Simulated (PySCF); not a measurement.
# C₃H₅BN₂Si: electronic excitations at several levels of theory

Aim: compute the electronic excitations of C₃H₅BN₂Si (`N#CB(C#N)C[SiH3]`) at several levels, and see how far they spread and what each costs.

Computed with PySCF 2.14.0, with density-fitted response routines of our own, on a single molecule in the gas phase. Atoms are numbered from 0 throughout.

## 1. The starting structure

12 atoms, charge 0, multiplicity 1; geometry from: GFN2-xTB. The atoms were then displaced at random by about 0.01 Å, so the start is not that level's minimum.

Bonds of the start (Å): N0–C1 1.14, C1–B2 1.52, B2–C3 1.57, C3–N4 1.12, B2–C5 1.52, C5–Si6 1.93, C5–H7 1.08, C5–H8 1.11, Si6–H9 1.46, Si6–H10 1.46, Si6–H11 1.47.

## 2. Geometry optimisation at PBE0-D3(BJ)/def2-SVP

Job settings and geometry (Å):

```
{"job": {"xc": "PBE0", "basis": "def2-SVP", "d3": "d3bj", "grid": 1, "shake": 0.01, "kind": "geom"}, "charge": 0, "multiplicity": 1}
N      1.209430     0.299800    -2.986220
C      1.107380     0.092840    -1.869520
B      0.961590    -0.217590    -0.392800
C      2.121940     0.256160     0.544640
N      2.907030     0.595700     1.260870
C     -0.277920    -0.904840     0.165030
Si    -1.541180     0.483970     0.592790
H     -0.755730    -1.559400    -0.551660
H     -0.111560    -1.454450     1.112060
H     -1.874470     1.226880    -0.615000
H     -0.987540     1.368270     1.614270
H     -2.719270    -0.215610     1.116510
```

Launch:

```
OMP_NUM_THREADS=1 python probes_run.py task.json out
```

The driver reads the jobs from task.json and runs them one after another.

Log:

```text
step   0  E = -540.44965780  max force = 0.097537
step   1  E = -540.45762705  max force = 0.016578
step   2  E = -540.45786796  max force = 0.003228
step   3  E = -540.45789133  max force = 0.001042
step   4  E = -540.45789875  max force = 0.001189
step   5  E = -540.45790550  max force = 0.000760
step   6  E = -540.45790661  max force = 0.000293
optimisation converged
```

Wall time 41 s (1 thread of AMD EPYC 7R43, shared host); peak memory 0.53 GiB.

The steps of the relaxation:

```csv
step,energy from step 0 (eV),largest force component (eV/Å)
0,0.0000,5.0156
1,-0.2169,0.8525
2,-0.2234,0.1660
3,-0.2240,0.0536
4,-0.2242,0.0611
5,-0.2244,0.0391
6,-0.2245,0.0151
```

Distances of close pairs at the start and the end, largest changes first:

```csv
bond,before (Å),after (Å),change (Å)
C3–N4,1.116,1.160,+0.045
Si6–H9,1.457,1.490,+0.034
Si6–H10,1.460,1.490,+0.030
C1–B2,1.516,1.542,+0.026
Si6–H11,1.467,1.491,+0.024
B2–C3,1.565,1.542,-0.023
N0–C1,1.140,1.160,+0.020
C5–H7,1.082,1.101,+0.019
```

The end geometry stands in the next job.

```
                         at the end point                value
rotational constants (GHz, main isotopes)  2.233, 1.605, 1.046
                        dipole moment (D)                 4.13
```

## 3. Ultraviolet spectrum: PBE0/def2-SVP

Job settings and geometry (Å):

```
{"job": {"kind": "uv", "xc": "PBE0", "basis": "def2-SVP"}, "charge": 0, "multiplicity": 1}
N      1.207724     0.378632    -3.017028
C      1.081460     0.163791    -1.883715
B      0.883826    -0.140219    -0.384534
C      1.962352     0.375116     0.589872
N      2.754117     0.756795     1.347242
C     -0.373726    -0.846478     0.127592
Si    -1.677348     0.509941     0.511616
H     -0.848626    -1.500735    -0.619130
H     -0.223114    -1.370850     1.083657
H     -1.997608     1.264332    -0.733248
H     -1.140533     1.440578     1.544566
H     -2.897321    -0.177351     1.024624
```

With the program's defaults for keys left out, this is: TDDFT PBE0/def2-SVP, vertical, gas phase, core orbitals frozen in the response.

Log:

```text
coarse grid: 11192 points
cycle   1  E = -540.3212921910  dE =  5.418e-01  |g| = 4.740e-01  |ddm| = 3.759e+00
cycle   2  E = -540.1035931895  dE =  2.177e-01  |g| = 1.088e+00  |ddm| = 1.038e+00
cycle   3  E = -540.3762189718  dE = -2.726e-01  |g| = 1.365e-01  |ddm| = 7.220e-01
cycle   4  E = -540.3803991275  dE = -4.180e-03  |g| = 4.539e-02  |ddm| = 1.449e-01
cycle   5  E = -540.3809098545  dE = -5.107e-04  |g| = 9.911e-03  |ddm| = 4.571e-02
cycle   6  E = -540.3809409604  dE = -3.111e-05  |g| = 9.108e-04  |ddm| = 1.307e-02
cycle   7  E = -540.3809412362  dE = -2.757e-07  |g| = 2.831e-04  |ddm| = 1.547e-03
final grid: 105608 points
cycle   8  E = -540.4476725985  dE = -1.499e-05  |g| = 4.658e-03  |ddm| = 1.869e-02
cycle   9  E = -540.4476700676  dE =  2.531e-06  |g| = 5.806e-03  |ddm| = 9.058e-03
cycle  10  E = -540.4476772459  dE = -7.178e-06  |g| = 2.097e-03  |ddm| = 5.029e-03
cycle  11  E = -540.4476782331  dE = -9.872e-07  |g| = 3.784e-04  |ddm| = 1.520e-03
cycle  12  E = -540.4476782701  dE = -3.699e-08  |g| = 7.142e-05  |ddm| = 3.724e-04
cycle  13  E = -540.4476782707  dE = -5.688e-10  |g| = 5.697e-05  |ddm| = 8.241e-05
cycle  14  E = -540.4476782714  dE = -7.169e-10  |g| = 1.000e-05  |ddm| = 4.147e-05
converged SCF energy = -540.4476782714

Static polarisability (au): isotropic 73.813, principal 54.132 83.339 83.967

Singlet excitations
state   eV       nm        f      main configurations
  1   4.7749    259.7   0.02934   H->L 0.77, H-5->L 0.12
  2   4.8994    253.1   0.00000   H-1->L 0.97
  3   5.5855    222.0   0.00919   H-2->L 0.78, H-4->L 0.12
  4   5.6329    220.1   0.11268   H-3->L 0.80, H->L 0.12
  5   5.8093    213.4   0.02066   H-6->L 0.76, H-2->L 0.09
  6   5.8329    212.6   0.08169   H-5->L 0.72
  7   5.9010    210.1   0.08269   H-4->L 0.75, H-6->L 0.14
  8   6.0953    203.4   0.00965   H-7->L 0.90
  9   6.6069    187.7   0.00642   H-8->L 0.87
 10   7.5937    163.3   0.01149   H-9->L 0.66, H-10->L 0.29

Triplet excitations (Tamm-Dancoff, eV): 4.2864 4.4609 4.5610 4.6919
```

Run time: 12 s. Hardware: 1 thread of AMD EPYC 7R43, shared host; peak memory 0.65 GiB.

Frontier orbitals and where they lie:

```
orbital      eV                        atoms
 HOMO−3  -10.21  Si6 25 %, C5 20 %, H10 14 %
 HOMO−2  -10.20   Si6 24 %, H9 20 %, N4 12 %
 HOMO−1  -10.11    N4 29 %, N0 29 %, C3 20 %
   HOMO   -9.77   C5 27 %, Si6 15 %, N0 12 %
   LUMO   -3.54    B2 47 %, N0 15 %, N4 15 %
 LUMO+1   -0.45    N0 18 %, N4 18 %, C1 16 %
 LUMO+2    0.54     Si6 53 %, B2 9 %, C5 9 %
```

With each of the 10 states as a Gaussian band of 0.4 eV half-width at 1/e, the curve within the window shown has maxima at 214 nm (ε 12,000), 163 nm (ε 470) L/(mol cm). Beyond the last state computed it falls off for lack of states. The curve at chosen wavelengths:

```tsv
nm	ε (L/mol/cm)
157	265
163	465
168	353
174	167
179	180
185	392
190	908
196	2675
201	5457
207	9329
213	11538
218	11132
224	8587
229	5955
235	3401
240	2121
246	1445
252	1287
257	1266
263	1188
268	1042
274	804
279	597
285	383
290	248
296	138
```

Further results of this job:

| property | computed |
| --- | --- |
| dipole moment (D) | 4.13 |
| polarisability (Å³) | 10.94 |
| HOMO–LUMO gap (eV) | 6.23 |
| −ε(HOMO) (eV) | 9.77 |

## 4. TDDFT and polarisability: PBE0/def2-TZVP

The job, as its differences from that of step 3:

```diff
@@ -1,2 +1,2 @@
-{"job": {"kind": "uv", "xc": "PBE0", "basis": "def2-SVP"}, "charge": 0, "multiplicity": 1}
+{"job": {"kind": "uv", "xc": "PBE0", "basis": "def2-TZVP"}, "charge": 0, "multiplicity": 1}
 N      1.207724     0.378632    -3.017028
```

With the program's defaults for keys left out, this is: TDDFT PBE0/def2-TZVP, vertical, gas phase, core orbitals frozen in the response.

Log:

```text
coarse grid: 11192 points
cycle   1  E = -540.7789550042  dE =  5.682e-01  |g| = 5.007e-01  |ddm| = 2.815e+00
cycle   2  E = -540.5658775878  dE =  2.131e-01  |g| = 1.101e+00  |ddm| = 9.300e-01
cycle   3  E = -540.8341328843  dE = -2.683e-01  |g| = 1.704e-01  |ddm| = 6.147e-01
cycle   4  E = -540.8400263298  dE = -5.893e-03  |g| = 5.669e-02  |ddm| = 1.205e-01
cycle   5  E = -540.8407813878  dE = -7.551e-04  |g| = 1.290e-02  |ddm| = 4.007e-02
cycle   6  E = -540.8408272676  dE = -4.588e-05  |g| = 1.362e-03  |ddm| = 1.110e-02
cycle   7  E = -540.8408278294  dE = -5.618e-07  |g| = 3.481e-04  |ddm| = 1.686e-03
final grid: 105608 points
cycle   8  E = -540.8276939287  dE = -3.686e-05  |g| = 5.220e-03  |ddm| = 4.833e-02
cycle   9  E = -540.8276927448  dE =  1.184e-06  |g| = 5.599e-03  |ddm| = 8.211e-03
cycle  10  E = -540.8276992210  dE = -6.476e-06  |g| = 1.854e-03  |ddm| = 4.107e-03
cycle  11  E = -540.8276999039  dE = -6.829e-07  |g| = 6.164e-04  |ddm| = 1.056e-03
cycle  12  E = -540.8276999876  dE = -8.369e-08  |g| = 1.372e-04  |ddm| = 3.967e-04
cycle  13  E = -540.8276999919  dE = -4.272e-09  |g| = 5.075e-05  |ddm| = 1.219e-04
cycle  14  E = -540.8276999923  dE = -4.462e-10  |g| = 2.408e-05  |ddm| = 3.696e-05
converged SCF energy = -540.8276999923

Static polarisability (au): isotropic 82.805, principal 62.595 92.025 93.793

Singlet excitations
state   eV       nm        f      main configurations
  1   4.7315    262.0   0.03134   H->L 0.76, H-5->L 0.13
  2   4.8608    255.1   0.00000   H-1->L 0.96
  3   5.5279    224.3   0.01429   H-3->L 0.49, H-2->L 0.37, H-4->L 0.09
  4   5.5479    223.5   0.11513   H-2->L 0.45, H-3->L 0.34, H->L 0.14
  5   5.7622    215.2   0.07409   H-5->L 0.75
  6   5.7985    213.8   0.08090   H-4->L 0.57, H-6->L 0.27
  7   5.8575    211.7   0.02571   H-6->L 0.68, H-4->L 0.28
  8   6.1595    201.3   0.00935   H-7->L 0.93
  9   6.5564    189.1   0.00518   H-8->L 0.90
 10   7.5538    164.1   0.02570   H-10->L 0.87

Triplet excitations (Tamm-Dancoff, eV): 4.2297 4.4166 4.5290 4.6450
```

It took 32 s on 1 thread of AMD EPYC 7R43, shared host; peak memory 0.95 GiB.

This run: HOMO -9.82 eV, LUMO -3.65 eV; lowest singlet 4.73 eV.

## 5. Ultraviolet spectrum: PBE0/aug-cc-pVDZ

The job, as its differences from that of step 4:

```diff
@@ -1,2 +1,2 @@
-{"job": {"kind": "uv", "xc": "PBE0", "basis": "def2-TZVP"}, "charge": 0, "multiplicity": 1}
+{"job": {"kind": "uv", "xc": "PBE0", "basis": "aug-cc-pVDZ"}, "charge": 0, "multiplicity": 1}
 N      1.207724     0.378632    -3.017028
```

With the program's defaults for keys left out, this is: TDDFT PBE0/aug-cc-pVDZ, vertical, gas phase, core orbitals frozen in the response.

Log:

```text
coarse grid: 11192 points
cycle   1  E = -540.6793833685  dE =  6.135e-01  |g| = 4.672e-01  |ddm| = 8.794e+00
cycle   2  E = -540.4722368334  dE =  2.071e-01  |g| = 1.066e+00  |ddm| = 2.080e+00
cycle   3  E = -540.7322463683  dE = -2.600e-01  |g| = 1.440e-01  |ddm| = 1.376e+00
cycle   4  E = -540.7368492121  dE = -4.603e-03  |g| = 4.763e-02  |ddm| = 3.147e-01
cycle   5  E = -540.7374109184  dE = -5.617e-04  |g| = 1.036e-02  |ddm| = 9.662e-02
cycle   6  E = -540.7374451876  dE = -3.427e-05  |g| = 1.021e-03  |ddm| = 2.589e-02
cycle   7  E = -540.7374455532  dE = -3.656e-07  |g| = 2.618e-04  |ddm| = 3.398e-03
final grid: 105608 points
cycle   8  E = -540.7558717181  dE = -1.903e-05  |g| = 5.062e-03  |ddm| = 1.085e-01
cycle   9  E = -540.7558707016  dE =  1.017e-06  |g| = 5.605e-03  |ddm| = 2.175e-02
cycle  10  E = -540.7558779448  dE = -7.243e-06  |g| = 1.661e-03  |ddm| = 1.082e-02
cycle  11  E = -540.7558785405  dE = -5.957e-07  |g| = 4.690e-04  |ddm| = 2.541e-03
cycle  12  E = -540.7558785930  dE = -5.252e-08  |g| = 8.210e-05  |ddm| = 7.664e-04
cycle  13  E = -540.7558785943  dE = -1.327e-09  |g| = 4.552e-05  |ddm| = 1.866e-04
cycle  14  E = -540.7558785947  dE = -3.988e-10  |g| = 1.889e-05  |ddm| = 7.950e-05
converged SCF energy = -540.7558785947

Static polarisability (au): isotropic 87.067, principal 67.295 95.360 98.546

Singlet excitations
state   eV       nm        f      main configurations
  1   4.7252    262.4   0.03250   H->L 0.77, H-5->L 0.13
  2   4.8606    255.1   0.00000   H-1->L 0.96
  3   5.5030    225.3   0.01283   H-3->L 0.76, H-2->L 0.12
  4   5.5315    224.1   0.11251   H-2->L 0.70, H->L 0.13, H-3->L 0.11
  5   5.7454    215.8   0.08090   H-5->L 0.76
  6   5.7986    213.8   0.09391   H-4->L 0.65, H-6->L 0.20
  7   5.8628    211.5   0.01918   H-6->L 0.77, H-4->L 0.21
  8   6.1771    200.7   0.00931   H-7->L 0.92
  9   6.5652    188.9   0.00497   H-8->L 0.90
 10   7.5583    164.0   0.02469   H-10->L 0.86

Triplet excitations (Tamm-Dancoff, eV): 4.2292 4.4243 4.5330 4.6484
```

Wall time 28 s (1 thread of AMD EPYC 7R43, shared host); peak memory 0.84 GiB.

Key values: HOMO -9.81 eV, LUMO -3.66 eV; lowest singlet 4.73 eV.

## 6. TDDFT and polarisability: PBE0/6-31+G*

The job, as its differences from that of step 5:

```diff
@@ -1,2 +1,2 @@
-{"job": {"kind": "uv", "xc": "PBE0", "basis": "aug-cc-pVDZ"}, "charge": 0, "multiplicity": 1}
+{"job": {"kind": "uv", "xc": "PBE0", "basis": "6-31+G*"}, "charge": 0, "multiplicity": 1}
 N      1.207724     0.378632    -3.017028
```

Method: TDDFT PBE0/6-31+G*, vertical, gas phase, core orbitals frozen in the response.

Log:

```text
coarse grid: 11192 points
cycle   1  E = -540.7216270306  dE =  5.980e-01  |g| = 4.598e-01  |ddm| = 3.567e+00
cycle   2  E = -540.5255322655  dE =  1.961e-01  |g| = 1.040e+00  |ddm| = 1.495e+00
cycle   3  E = -540.7733150376  dE = -2.478e-01  |g| = 1.449e-01  |ddm| = 9.078e-01
cycle   4  E = -540.7780052568  dE = -4.690e-03  |g| = 4.739e-02  |ddm| = 1.721e-01
cycle   5  E = -540.7785609909  dE = -5.557e-04  |g| = 9.821e-03  |ddm| = 6.441e-02
cycle   6  E = -540.7785919205  dE = -3.093e-05  |g| = 9.332e-04  |ddm| = 1.539e-02
cycle   7  E = -540.7785922236  dE = -3.031e-07  |g| = 2.511e-04  |ddm| = 2.613e-03
final grid: 105608 points
cycle   8  E = -540.7147292479  dE = -1.997e-05  |g| = 5.191e-03  |ddm| = 3.237e-02
cycle   9  E = -540.7147277827  dE =  1.465e-06  |g| = 5.969e-03  |ddm| = 1.149e-02
cycle  10  E = -540.7147356662  dE = -7.884e-06  |g| = 2.074e-03  |ddm| = 6.234e-03
cycle  11  E = -540.7147366246  dE = -9.584e-07  |g| = 4.239e-04  |ddm| = 1.887e-03
cycle  12  E = -540.7147366688  dE = -4.419e-08  |g| = 8.793e-05  |ddm| = 5.065e-04
cycle  13  E = -540.7147366702  dE = -1.393e-09  |g| = 5.462e-05  |ddm| = 1.199e-04
cycle  14  E = -540.7147366708  dE = -6.238e-10  |g| = 1.631e-05  |ddm| = 5.402e-05
converged SCF energy = -540.7147366708

Static polarisability (au): isotropic 80.149, principal 58.697 90.391 91.358

Singlet excitations
state   eV       nm        f      main configurations
  1   4.7368    261.7   0.03337   H->L 0.77, H-5->L 0.11, H-2->L 0.10
  2   4.8737    254.4   0.00000   H-1->L 0.97
  3   5.5736    222.4   0.07996   H-2->L 0.51, H-3->L 0.30, H->L 0.08
  4   5.5763    222.3   0.07095   H-3->L 0.54, H-2->L 0.28
  5   5.8039    213.6   0.06700   H-5->L 0.69
  6   5.8144    213.2   0.08456   H-4->L 0.50, H-6->L 0.24, H-3->L 0.10
  7   5.8819    210.8   0.02611   H-6->L 0.67, H-4->L 0.29
  8   6.1829    200.5   0.01130   H-7->L 0.92
  9   6.5756    188.6   0.00569   H-8->L 0.90
 10   7.5847    163.5   0.02912   H-10->L 0.86

Triplet excitations (Tamm-Dancoff, eV): 4.2408 4.4421 4.5468 4.6709
```

Wall time 14 s (1 thread of AMD EPYC 7R43, shared host); peak memory 0.71 GiB.

In short: HOMO -9.83 eV, LUMO -3.65 eV; lowest singlet 4.74 eV.

## 7. Run by run: electronic excitations

Excitations and ground-state properties, with basis size and wall time:

| run | lowest singlet (eV) | brightest (eV) | f | gap (eV) | α (Å³) | μ (D) | functions | time |
| --- | --- | --- | --- | --- | --- | --- | --- | --- |
| PBE0/def2-SVP | 4.77 | 5.63 | 0.113 | 6.23 | 10.94 | 4.13 | 127 | 12 s |
| PBE0/def2-TZVP | 4.73 | 5.55 | 0.115 | 6.17 | 12.27 | 4.32 | 253 | 32 s |
| PBE0/aug-cc-pVDZ | 4.73 | 5.53 | 0.113 | 6.16 | 12.90 | 4.34 | 210 | 28 s |
| PBE0/6-31+G* | 4.74 | 5.81 | 0.085 | 6.17 | 11.88 | 4.36 | 140 | 14 s |

## 8. What came out

| quantity | value |
| --- | --- |
| rotational constants (main isotopes) | 2.23, 1.61, 1.05 GHz |
| lowest singlet (PBE0/def2-SVP) | 4.77 eV (260 nm), f = 0.029 |
| brightest single state of those computed | state 4, 5.63 eV, f = 0.113 |
| lowest triplet | 4.29 eV |
| range of the lowest singlet | 4.73 to 4.77 eV |

**Reading.** Single values in the summary come from the first sound run of each kind (PBE0/def2-SVP), which need not be the best level. The start of the PBE0/def2-SVP relaxation was shaken at random by about 0.01 Å, so part of the energy gained, and of the first lengths quoted, undoes that. The optimisation took 6 steps and gained 0.224 eV; among the close pairs (by a distance rule), C3–N4 changed most, from 1.116 to 1.160 Å. The lowest singlet, at 4.77 eV, is HOMO→LUMO 0.77, HOMO−5→LUMO 0.12 and is weak; of the 10 states computed, the strongest absorption comes from state 4 at 5.63 eV. The lowest triplet lies 0.49 eV below the lowest singlet (triplets in Tamm-Dancoff, singlets in full TDDFT). The lowest singlet runs from 4.73 eV (PBE0/aug-cc-pVDZ) to 4.77 eV (PBE0/def2-SVP), while the orbital gap spans 6.16 to 6.23 eV. The lowest state need not be the same one in every run.
